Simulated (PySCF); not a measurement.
**C3H6BFO2: electronic excitations at several levels of theory**

How much do the electronic excitations of C3H6BFO2 (`F[C@@H]1CCOBO1`) depend on the level of theory, and what does each level cost?

The runs use PySCF 2.14.0, with density-fitted response routines of our own; the level of theory stands in each step. All values are computed, except where a source is named. Atoms are numbered from 0 throughout.

## Step 1: The molecule as given

13 atoms, charge 0, multiplicity 1; geometry from: GFN2-xTB. The atoms were then displaced at random by about 0.01 Å, so the start is not that level's minimum.

Bonds of the start (Å): F0–C1 1.37, C1–C2 1.54, C2–C3 1.49, C3–O4 1.40, O4–B5 1.34, B5–O6 1.38, O6–C1 1.38, C1–H7 1.11, C2–H8 1.12, C2–H9 1.08, C3–H10 1.13, C3–H11 1.09, B5–H12 1.17.

## Step 2: Optimising the geometry at PBE0-D3(BJ)/def2-SVP

What the job is given:

```
{"job": {"xc": "PBE0", "basis": "def2-SVP", "d3": "d3bj", "grid": 1, "shake": 0.01, "kind": "geom"}, "charge": 0, "multiplicity": 1}
F      1.189380     0.083220    -1.681050
C      1.205720    -0.179110    -0.332810
C     -0.004510    -1.066960     0.000110
C     -1.223120    -0.233340    -0.174590
O     -1.177210     0.994980     0.500260
B      0.012290     1.574570     0.738830
O      1.220250     1.007520     0.370290
H      2.190710    -0.674700    -0.171860
H      0.114560    -1.378960     1.066230
H      0.000220    -1.937450    -0.635600
H     -2.136300    -0.768230     0.235070
H     -1.413500    -0.032230    -1.229840
H      0.027330     2.593810     1.304640
```

Command:

```bash
$ OMP_NUM_THREADS=1 python probes_run.py task.json out
```

One launch serves the whole session: the jobs run in the order shown.

The program printed:

```text
step   0  E = -392.44875950  max force = 0.042304
step   1  E = -392.44959774  max force = 0.019026
step   2  E = -392.45255298  max force = 0.005406
step   3  E = -392.45306747  max force = 0.002982
step   4  E = -392.45321534  max force = 0.001029
step   5  E = -392.45331725  max force = 0.001935
step   6  E = -392.45338606  max force = 0.001792
step   7  E = -392.45341331  max force = 0.000945
step   8  E = -392.45342089  max force = 0.000316
optimisation converged
```

Run time: 65 s. Hardware: 1 thread of Arm Neoverse V1, shared host; peak memory 0.56 GiB.

The steps of the relaxation:

| step | energy from step 0 (eV) | largest force component (eV/Å) |
| --- | --- | --- |
| 0 | 0.0000 | 2.1754 |
| 1 | -0.0228 | 0.9784 |
| 2 | -0.1032 | 0.2780 |
| 3 | -0.1172 | 0.1533 |
| 4 | -0.1212 | 0.0529 |
| 5 | -0.1240 | 0.0995 |
| 6 | -0.1259 | 0.0921 |
| 7 | -0.1266 | 0.0486 |
| 8 | -0.1268 | 0.0162 |

Close pairs (by a distance rule), those that changed most:

| bond | before (Å) | after (Å) | change (Å) |
| --- | --- | --- | --- |
| B5–H12 | 1.166 | 1.203 | +0.037 |
| C3–H10 | 1.135 | 1.100 | -0.035 |
| C2–C3 | 1.487 | 1.516 | +0.029 |
| C1–C2 | 1.537 | 1.514 | -0.023 |
| C2–H9 | 1.078 | 1.100 | +0.022 |
| C2–H8 | 1.117 | 1.102 | -0.015 |
| C1–H7 | 1.114 | 1.102 | -0.012 |
| C3–O4 | 1.402 | 1.414 | +0.012 |

The end geometry stands in the next job.

| at the end point | value |
| --- | --- |
| point group (found at 0.08 Å tolerance) | C1 |
| rotational constants (GHz, main isotopes) | 4.158, 2.913, 2.191 |
| dipole moment (D) | 2.90 |

## Step 3: Ultraviolet spectrum: LDA/def2-SVPD

What the job is given:

```
{"job": {"kind": "uv", "xc": "LDA", "basis": "def2-SVPD", "ip": true}, "charge": 0, "multiplicity": 1}
F     -0.148001     0.454879    -1.986892
C      0.757855     0.350033    -0.961014
C      0.464915    -0.920816    -0.191233
C     -0.893776    -0.792369     0.469341
O     -0.986105     0.400488     1.223112
B     -0.237581     1.476899     0.894551
O      0.644454     1.471269    -0.157303
H      1.763636     0.356866    -1.411470
H      1.255045    -1.071015     0.561936
H      0.484469    -1.780854    -0.876605
H     -1.088341    -1.636487     1.147373
H     -1.683560    -0.787717    -0.299934
H     -0.324392     2.477478     1.557017
```

Level: TDDFT LDA/def2-SVPD, vertical, gas phase, core orbitals frozen in the response.

The program printed:

```text
coarse grid: 11328 points
cycle   1  E = -389.6260957889  dE =  8.805e-01  |g| = 8.918e-01  |ddm| = 5.810e+00
cycle   2  E = -389.1835025242  dE =  4.426e-01  |g| = 1.774e+00  |ddm| = 2.804e+00
cycle   3  E = -389.7711311474  dE = -5.876e-01  |g| = 1.807e-01  |ddm| = 1.853e+00
cycle   4  E = -389.7765588841  dE = -5.428e-03  |g| = 9.240e-02  |ddm| = 2.915e-01
cycle   5  E = -389.7780094592  dE = -1.451e-03  |g| = 3.248e-02  |ddm| = 1.099e-01
cycle   6  E = -389.7781777970  dE = -1.683e-04  |g| = 1.283e-02  |ddm| = 4.033e-02
cycle   7  E = -389.7782108778  dE = -3.308e-05  |g| = 2.400e-03  |ddm| = 1.639e-02
cycle   8  E = -389.7782118397  dE = -9.620e-07  |g| = 7.620e-04  |ddm| = 2.874e-03
final grid: 111088 points
cycle   9  E = -389.8530016385  dE = -6.980e-05  |g| = 6.146e-03  |ddm| = 1.544e-01
cycle  10  E = -389.8529798334  dE =  2.181e-05  |g| = 1.273e-02  |ddm| = 1.765e-02
cycle  11  E = -389.8530085787  dE = -2.875e-05  |g| = 1.036e-03  |ddm| = 1.098e-02
cycle  12  E = -389.8530087656  dE = -1.869e-07  |g| = 4.907e-04  |ddm| = 1.592e-03
cycle  13  E = -389.8530088090  dE = -4.345e-08  |g| = 1.808e-04  |ddm| = 5.829e-04
cycle  14  E = -389.8530088151  dE = -6.024e-09  |g| = 2.667e-05  |ddm| = 1.926e-04
cycle  15  E = -389.8530088152  dE = -1.251e-10  |g| = 1.093e-05  |ddm| = 4.771e-05
converged SCF energy = -389.8530088152

Static polarisability (au): isotropic 57.577, principal 49.822 59.117 63.793

Singlet excitations
state   eV       nm        f      main configurations
  1   6.7775    182.9   0.00709   H->L 0.93
  2   7.1562    173.3   0.00463   H->L+1 0.90, H-1->L 0.08
  3   7.3400    168.9   0.00990   H-1->L+1 0.65, H-1->L 0.26
  4   7.4985    165.3   0.04420   H-1->L 0.53, H-1->L+1 0.34
  5   7.6909    161.2   0.01715   H-2->L 0.89, H-2->L+1 0.08
  6   7.9288    156.4   0.01079   H-2->L+1 0.90
  7   7.9962    155.1   0.01638   H->L+2 0.99
  8   8.1626    151.9   0.00445   H->L+3 0.97
  9   8.1955    151.3   0.00459   H-1->L+2 0.98
 10   8.3341    148.8   0.00068   H-3->L 0.74, H-1->L+3 0.15, H->L+4 0.08

Triplet excitations (Tamm-Dancoff, eV): 6.5428 6.6854 7.0775 7.1275
Vertical ionisation energy (delta-SCF) = 10.5332 eV
```

Wall time 1.9 min (1 thread of Arm Neoverse V1, shared host); peak memory 0.58 GiB.

Frontier orbitals and where they lie:

| orbital | eV | atoms |
| --- | --- | --- |
| HOMO−3 | -9.01 | F0 41 %, O4 18 %, C1 10 % |
| HOMO−2 | -8.16 | B5 20 %, H12 20 %, O4 20 % |
| HOMO−1 | -7.65 | O4 40 %, O6 19 %, C3 13 % |
| HOMO | -7.43 | O4 25 %, O6 22 %, C1 10 % |
| LUMO | -0.76 | B5 39 %, O4 20 %, O6 17 % |
| LUMO+1 | -0.29 | B5 21 %, C2 14 %, C3 11 % |
| LUMO+2 | 0.53 | H7 16 %, H11 11 %, C3 10 % |

With each of the 10 states as a Gaussian band of 0.4 eV half-width at 1/e, the curve within the window shown has maxima at 164 nm (ε 3,200) L/(mol cm). Beyond the last state computed it falls off for lack of states. The curve at chosen wavelengths:

nm, ε (L/mol/cm) and a bar:
```
      144        191 ##
      146        390 ###
      149        867 ########
      151       1273 ############
      153       1698 ################
      155       2107 ####################
      158       2647 #########################
      160       2932 ############################
      162       3122 ##############################
      165       3138 ##############################
      167       2942 ############################
      169       2606 #########################
      171       2189 #####################
      174       1557 ###############
      176       1202 ###########
      178        924 #########
      180        719 #######
      183        511 #####
      185        413 ####
      187        332 ###
      190        232 ##
      192        176 #
      194        128 #
      196         90 #
      199         49 
      201         32
```

Further results of this job:

| property | computed |
| --- | --- |
| dipole moment (D) | 2.92 |
| polarisability (Å³) | 8.53 |
| HOMO–LUMO gap (eV) | 6.67 |
| −ε(HOMO) (eV) | 7.43 |

## Step 4: Excited states and response: PBE/def2-SVPD

The job, as its differences from that of step 3:

```diff
@@ -1,2 +1,2 @@
-{"job": {"kind": "uv", "xc": "LDA", "basis": "def2-SVPD", "ip": true}, "charge": 0, "multiplicity": 1}
+{"job": {"kind": "uv", "xc": "PBE", "basis": "def2-SVPD", "ip": true}, "charge": 0, "multiplicity": 1}
 F     -0.148001     0.454879    -1.986892
```

Level: TDDFT PBE/def2-SVPD, vertical, gas phase, core orbitals frozen in the response.

The program printed:

```text
coarse grid: 11328 points
cycle   1  E = -392.2048469413  dE =  8.941e-01  |g| = 9.070e-01  |ddm| = 5.756e+00
cycle   2  E = -391.7707617636  dE =  4.341e-01  |g| = 1.765e+00  |ddm| = 2.816e+00
cycle   3  E = -392.3531206526  dE = -5.824e-01  |g| = 1.726e-01  |ddm| = 1.904e+00
cycle   4  E = -392.3580673776  dE = -4.947e-03  |g| = 8.955e-02  |ddm| = 2.893e-01
cycle   5  E = -392.3594620607  dE = -1.395e-03  |g| = 3.092e-02  |ddm| = 1.092e-01
cycle   6  E = -392.3596171523  dE = -1.551e-04  |g| = 1.206e-02  |ddm| = 3.936e-02
cycle   7  E = -392.3596468802  dE = -2.973e-05  |g| = 2.170e-03  |ddm| = 1.505e-02
cycle   8  E = -392.3596476536  dE = -7.734e-07  |g| = 7.239e-04  |ddm| = 2.494e-03
final grid: 111088 points
cycle   9  E = -392.4489595996  dE = -3.994e-05  |g| = 1.820e-02  |ddm| = 1.815e-01
cycle  10  E = -392.4487889309  dE =  1.707e-04  |g| = 3.535e-02  |ddm| = 5.509e-02
cycle  11  E = -392.4490226270  dE = -2.337e-04  |g| = 2.470e-03  |ddm| = 3.594e-02
cycle  12  E = -392.4490239638  dE = -1.337e-06  |g| = 6.852e-04  |ddm| = 3.360e-03
cycle  13  E = -392.4490240424  dE = -7.859e-08  |g| = 2.824e-04  |ddm| = 1.006e-03
cycle  14  E = -392.4490240578  dE = -1.531e-08  |g| = 5.149e-05  |ddm| = 3.301e-04
cycle  15  E = -392.4490240582  dE = -4.832e-10  |g| = 2.165e-05  |ddm| = 8.797e-05
converged SCF energy = -392.4490240582

Static polarisability (au): isotropic 57.090, principal 49.407 58.566 63.297

Singlet excitations
state   eV       nm        f      main configurations
  1   6.8577    180.8   0.00654   H->L 0.94
  2   7.0965    174.7   0.00165   H->L+1 0.91, H-1->L 0.08
  3   7.2396    171.3   0.00473   H-1->L+1 0.73, H-1->L 0.21
  4   7.5537    164.1   0.05347   H-1->L 0.60, H-1->L+1 0.25
  5   7.7805    159.4   0.01474   H-2->L 0.78, H-2->L+1 0.20
  6   7.8985    157.0   0.01371   H->L+2 0.98
  7   7.9750    155.5   0.01097   H-2->L+1 0.78, H-2->L 0.18
  8   8.0447    154.1   0.00628   H->L+3 0.97
  9   8.0676    153.7   0.00327   H-1->L+2 0.96
 10   8.2254    150.7   0.00236   H-1->L+3 0.97

Triplet excitations (Tamm-Dancoff, eV): 6.5805 6.7117 6.9890 7.1804
Vertical ionisation energy (delta-SCF) = 10.3820 eV
```

Wall time 2.4 min (1 thread of Arm Neoverse V1, shared host); peak memory 0.65 GiB.

This run: HOMO -7.30 eV, LUMO -0.52 eV; lowest singlet 6.86 eV.

## Step 5: Excited states and response: B3LYP/def2-SVPD

The job, as its differences from that of step 4:

```diff
@@ -1,2 +1,2 @@
-{"job": {"kind": "uv", "xc": "PBE", "basis": "def2-SVPD", "ip": true}, "charge": 0, "multiplicity": 1}
+{"job": {"kind": "uv", "xc": "B3LYP", "basis": "def2-SVPD", "ip": true}, "charge": 0, "multiplicity": 1}
 F     -0.148001     0.454879    -1.986892
```

Method: TDDFT B3LYP/def2-SVPD, vertical, gas phase, core orbitals frozen in the response.

The program printed:

```text
coarse grid: 11328 points
cycle   1  E = -392.6774378278  dE =  1.021e+00  |g| = 9.086e-01  |ddm| = 5.789e+00
cycle   2  E = -392.4661385928  dE =  2.113e-01  |g| = 1.419e+00  |ddm| = 2.444e+00
cycle   3  E = -392.8245617212  dE = -3.584e-01  |g| = 1.003e-01  |ddm| = 1.490e+00
cycle   4  E = -392.8260997063  dE = -1.538e-03  |g| = 5.291e-02  |ddm| = 1.734e-01
cycle   5  E = -392.8266141461  dE = -5.144e-04  |g| = 1.560e-02  |ddm| = 6.432e-02
cycle   6  E = -392.8266534183  dE = -3.927e-05  |g| = 5.197e-03  |ddm| = 1.945e-02
cycle   7  E = -392.8266590210  dE = -5.603e-06  |g| = 6.605e-04  |ddm| = 6.470e-03
final grid: 111088 points
cycle   8  E = -392.9019533087  dE = -5.346e-05  |g| = 5.224e-03  |ddm| = 1.356e-01
cycle   9  E = -392.9019477723  dE =  5.536e-06  |g| = 7.638e-03  |ddm| = 1.535e-02
cycle  10  E = -392.9019589393  dE = -1.117e-05  |g| = 5.850e-04  |ddm| = 8.165e-03
cycle  11  E = -392.9019589952  dE = -5.586e-08  |g| = 2.538e-04  |ddm| = 8.488e-04
cycle  12  E = -392.9019590069  dE = -1.176e-08  |g| = 8.004e-05  |ddm| = 3.285e-04
cycle  13  E = -392.9019590080  dE = -1.091e-09  |g| = 2.516e-05  |ddm| = 9.225e-05
cycle  14  E = -392.9019590082  dE = -1.172e-10  |g| = 2.726e-06  |ddm| = 2.992e-05
converged SCF energy = -392.9019590082

Static polarisability (au): isotropic 54.850, principal 47.757 56.112 60.680

Singlet excitations
state   eV       nm        f      main configurations
  1   7.6206    162.7   0.00686   H->L 0.49, H->L+1 0.37
  2   7.8717    157.5   0.00452   H->L 0.49, H->L+1 0.35, H-1->L 0.12
  3   7.9803    155.4   0.00289   H-1->L 0.76, H-1->L+1 0.12, H->L+1 0.09
  4   8.2033    151.1   0.06264   H-1->L+1 0.75, H->L+1 0.16
  5   8.4594    146.6   0.02661   H-2->L 0.53, H-2->L+1 0.44
  6   8.6708    143.0   0.01988   H->L+2 0.66, H-2->L+1 0.17
  7   8.7595    141.5   0.00581   H-2->L 0.33, H-2->L+1 0.31, H->L+2 0.26
  8   8.8330    140.4   0.00868   H-1->L+2 0.71, H->L+3 0.15
  9   8.8521    140.1   0.00425   H->L+3 0.77, H-1->L+2 0.15
 10   8.9582    138.4   0.00220   H-1->L+3 0.94

Triplet excitations (Tamm-Dancoff, eV): 7.1625 7.4364 7.7091 7.7599
Vertical ionisation energy (delta-SCF) = 10.9496 eV
```

Run time: 3.3 min. Hardware: 1 thread of Arm Neoverse V1, shared host; peak memory 0.83 GiB.

This run: HOMO -8.65 eV, LUMO 0.07 eV; lowest singlet 7.62 eV.

## Step 6: Excited states and response: PBE0/def2-SVPD

The job, as its differences from that of step 5:

```diff
@@ -1,2 +1,2 @@
-{"job": {"kind": "uv", "xc": "B3LYP", "basis": "def2-SVPD", "ip": true}, "charge": 0, "multiplicity": 1}
+{"job": {"kind": "uv", "xc": "PBE0", "basis": "def2-SVPD", "ip": true}, "charge": 0, "multiplicity": 1}
 F     -0.148001     0.454879    -1.986892
```

Method: TDDFT PBE0/def2-SVPD, vertical, gas phase, core orbitals frozen in the response.

The program printed:

```text
coarse grid: 11328 points
cycle   1  E = -392.2793389125  dE =  1.049e+00  |g| = 8.246e-01  |ddm| = 5.171e+00
cycle   2  E = -392.1532404917  dE =  1.261e-01  |g| = 1.187e+00  |ddm| = 2.182e+00
cycle   3  E = -392.4027263816  dE = -2.495e-01  |g| = 7.883e-02  |ddm| = 1.311e+00
cycle   4  E = -392.4036616401  dE = -9.353e-04  |g| = 4.161e-02  |ddm| = 1.338e-01
cycle   5  E = -392.4039889284  dE = -3.273e-04  |g| = 1.189e-02  |ddm| = 5.254e-02
cycle   6  E = -392.4040118790  dE = -2.295e-05  |g| = 3.908e-03  |ddm| = 1.534e-02
cycle   7  E = -392.4040150499  dE = -3.171e-06  |g| = 4.037e-04  |ddm| = 4.783e-03
final grid: 111088 points
cycle   8  E = -392.4704374235  dE = -3.867e-05  |g| = 1.056e-02  |ddm| = 1.196e-01
cycle   9  E = -392.4704161957  dE =  2.123e-05  |g| = 1.517e-02  |ddm| = 2.892e-02
cycle  10  E = -392.4704588830  dE = -4.269e-05  |g| = 7.986e-04  |ddm| = 1.601e-02
cycle  11  E = -392.4704590228  dE = -1.398e-07  |g| = 2.631e-04  |ddm| = 1.275e-03
cycle  12  E = -392.4704590349  dE = -1.211e-08  |g| = 9.997e-05  |ddm| = 4.158e-04
cycle  13  E = -392.4704590367  dE = -1.763e-09  |g| = 3.203e-05  |ddm| = 1.341e-04
cycle  14  E = -392.4704590369  dE = -1.855e-10  |g| = 6.996e-06  |ddm| = 4.384e-05
converged SCF energy = -392.4704590369

Static polarisability (au): isotropic 54.293, principal 47.272 55.604 60.004

Singlet excitations
state   eV       nm        f      main configurations
  1   7.7947    159.1   0.00719   H->L+1 0.43, H->L 0.42
  2   8.1261    152.6   0.00820   H->L 0.55, H->L+1 0.29, H-1->L 0.10
  3   8.2615    150.1   0.00658   H-1->L 0.81, H->L+1 0.10
  4   8.3773    148.0   0.05794   H-1->L+1 0.81, H->L+1 0.14
  5   8.6119    144.0   0.02894   H-2->L+1 0.55, H-2->L 0.41
  6   8.9491    138.5   0.02251   H->L+2 0.56, H-2->L 0.14, H-2->L+1 0.14
  7   9.0553    136.9   0.00491   H-2->L 0.36, H-2->L+1 0.23, H->L+2 0.23
  8   9.1226    135.9   0.00976   H->L+3 0.72, H->L+2 0.13
  9   9.1597    135.4   0.00526   H-1->L+2 0.80
 10   9.2523    134.0   0.00276   H-1->L+3 0.89

Triplet excitations (Tamm-Dancoff, eV): 7.2564 7.5718 7.7100 7.9765
Vertical ionisation energy (delta-SCF) = 10.9732 eV
```

Run time: 3.5 min. Hardware: 1 thread of Arm Neoverse V1, shared host; peak memory 0.83 GiB.

In short: HOMO -8.87 eV, LUMO 0.35 eV; lowest singlet 7.79 eV.

## Step 7: TDDFT and polarisability: BHandHLYP/def2-SVPD

The job, as its differences from that of step 6:

```diff
@@ -1,2 +1,2 @@
-{"job": {"kind": "uv", "xc": "PBE0", "basis": "def2-SVPD", "ip": true}, "charge": 0, "multiplicity": 1}
+{"job": {"kind": "uv", "xc": "BHandHLYP", "basis": "def2-SVPD", "ip": true}, "charge": 0, "multiplicity": 1}
 F     -0.148001     0.454879    -1.986892
```

Method: TDDFT BHandHLYP/def2-SVPD, vertical, gas phase, core orbitals frozen in the response.

The program printed:

```text
coarse grid: 11328 points
cycle   1  E = -392.5149238210  dE =  1.225e+00  |g| = 8.441e-01  |ddm| = 5.135e+00
cycle   2  E = -392.5065478325  dE =  8.376e-03  |g| = 9.143e-01  |ddm| = 2.003e+00
cycle   3  E = -392.6506393393  dE = -1.441e-01  |g| = 5.785e-02  |ddm| = 1.098e+00
cycle   4  E = -392.6511978363  dE = -5.585e-04  |g| = 3.043e-02  |ddm| = 1.215e-01
cycle   5  E = -392.6513819305  dE = -1.841e-04  |g| = 8.279e-03  |ddm| = 4.367e-02
cycle   6  E = -392.6513937835  dE = -1.185e-05  |g| = 2.276e-03  |ddm| = 1.049e-02
cycle   7  E = -392.6513948669  dE = -1.083e-06  |g| = 3.201e-04  |ddm| = 3.509e-03
final grid: 111088 points
cycle   8  E = -392.7009490389  dE = -2.370e-05  |g| = 2.716e-03  |ddm| = 7.996e-02
cycle   9  E = -392.7009492223  dE = -1.835e-07  |g| = 2.736e-03  |ddm| = 8.633e-03
cycle  10  E = -392.7009505726  dE = -1.350e-06  |g| = 2.328e-04  |ddm| = 2.819e-03
cycle  11  E = -392.7009505795  dE = -6.872e-09  |g| = 1.509e-04  |ddm| = 4.623e-04
cycle  12  E = -392.7009505843  dE = -4.830e-09  |g| = 1.788e-05  |ddm| = 2.040e-04
cycle  13  E = -392.7009505844  dE = -6.048e-11  |g| = 1.152e-05  |ddm| = 2.909e-05
converged SCF energy = -392.7009505844

Static polarisability (au): isotropic 52.270, principal 45.810 53.332 57.668

Singlet excitations
state   eV       nm        f      main configurations
  1   8.6207    143.8   0.00850   H->L+1 0.41, H->L 0.19, H-1->L+1 0.12
  2   8.8775    139.7   0.00814   H->L 0.64, H-1->L 0.13
  3   8.9940    137.9   0.00200   H-1->L 0.72
  4   9.0734    136.6   0.06876   H-1->L+1 0.56, H->L+1 0.21
  5   9.1916    134.9   0.03942   H-2->L+1 0.58, H-2->L+3 0.14
  6   9.6601    128.3   0.02361   H->L+3 0.39, H-2->L 0.28, H-1->L+3 0.09
  7   9.8231    126.2   0.01313   H->L+3 0.29, H-2->L 0.22, H->L+2 0.19
  8   9.9070    125.1   0.00678   H->L+2 0.38, H-2->L 0.19, H-1->L+2 0.08
  9   9.9393    124.7   0.01067   H-1->L+3 0.30, H-1->L+4 0.15, H-1->L+1 0.14
 10  10.0006    124.0   0.00482   H-1->L+2 0.46, H-1->L+3 0.20, H->L+2 0.20

Triplet excitations (Tamm-Dancoff, eV): 7.9135 8.1660 8.4314 8.6851
Vertical ionisation energy (delta-SCF) = 12.3436 eV
```

It took 3.5 min on 1 thread of Arm Neoverse V1, shared host; peak memory 0.83 GiB.

This run: HOMO -10.41 eV, LUMO 0.81 eV; lowest singlet 8.62 eV.

## Step 8: Ultraviolet spectrum: CAM-B3LYP/def2-SVPD

The job, as its differences from that of step 7:

```diff
@@ -1,2 +1,2 @@
-{"job": {"kind": "uv", "xc": "BHandHLYP", "basis": "def2-SVPD", "ip": true}, "charge": 0, "multiplicity": 1}
+{"job": {"kind": "uv", "xc": "CAM-B3LYP", "basis": "def2-SVPD", "ip": true}, "charge": 0, "multiplicity": 1}
 F     -0.148001     0.454879    -1.986892
```

Method: TDDFT CAM-B3LYP/def2-SVPD, vertical, gas phase, core orbitals frozen in the response.

The program printed:

```text
coarse grid: 11328 points
cycle   1  E = -392.5166097280  dE =  1.232e+00  |g| = 9.113e-01  |ddm| = 5.500e+00
cycle   2  E = -392.4566709288  dE =  5.994e-02  |g| = 1.128e+00  |ddm| = 2.253e+00
cycle   3  E = -392.6716184939  dE = -2.149e-01  |g| = 6.085e-02  |ddm| = 1.257e+00
cycle   4  E = -392.6721958351  dE = -5.773e-04  |g| = 3.444e-02  |ddm| = 1.346e-01
cycle   5  E = -392.6724197810  dE = -2.239e-04  |g| = 1.110e-02  |ddm| = 4.872e-02
cycle   6  E = -392.6724404356  dE = -2.065e-05  |g| = 3.270e-03  |ddm| = 1.402e-02
cycle   7  E = -392.6724426603  dE = -2.225e-06  |g| = 4.017e-04  |ddm| = 5.024e-03
final grid: 111088 points
cycle   8  E = -392.7493265978  dE = -4.028e-05  |g| = 3.787e-03  |ddm| = 8.043e-02
cycle   9  E = -392.7493261236  dE =  4.742e-07  |g| = 4.406e-03  |ddm| = 1.080e-02
cycle  10  E = -392.7493294306  dE = -3.307e-06  |g| = 3.576e-04  |ddm| = 4.209e-03
cycle  11  E = -392.7493294469  dE = -1.630e-08  |g| = 2.289e-04  |ddm| = 6.716e-04
cycle  12  E = -392.7493294578  dE = -1.090e-08  |g| = 4.002e-05  |ddm| = 3.250e-04
cycle  13  E = -392.7493294581  dE = -2.901e-10  |g| = 1.591e-05  |ddm| = 4.910e-05
converged SCF energy = -392.7493294581

Static polarisability (au): isotropic 54.032, principal 47.247 55.283 59.564

Singlet excitations
state   eV       nm        f      main configurations
  1   8.0908    153.2   0.00627   H->L+1 0.52, H->L 0.18, H-1->L+1 0.10
  2   8.3915    147.7   0.00720   H->L 0.66, H-1->L 0.11
  3   8.5114    145.7   0.00266   H-1->L 0.75
  4   8.5986    144.2   0.06683   H-1->L+1 0.67, H->L+1 0.17
  5   8.7663    141.4   0.03414   H-2->L+1 0.67, H-2->L+3 0.10, H-2->L 0.09
  6   9.1553    135.4   0.02401   H->L+3 0.40, H-2->L 0.28
  7   9.3722    132.3   0.01085   H->L+3 0.33, H-2->L 0.19, H-1->L+3 0.13
  8   9.4553    131.1   0.00797   H->L+2 0.51, H-2->L 0.13
  9   9.4864    130.7   0.00587   H-1->L+3 0.32, H-2->L 0.15, H-1->L+4 0.15
 10   9.5513    129.8   0.00379   H-1->L+2 0.49, H-1->L+3 0.18, H->L+2 0.15

Triplet excitations (Tamm-Dancoff, eV): 7.4765 7.8158 7.9342 8.2353
Vertical ionisation energy (delta-SCF) = 11.2843 eV
```

Wall time 3.6 min (1 thread of Arm Neoverse V1, shared host); peak memory 0.97 GiB.

This run: HOMO -10.35 eV, LUMO 0.94 eV; lowest singlet 8.09 eV.

(Part 1 of 2 ends here.)
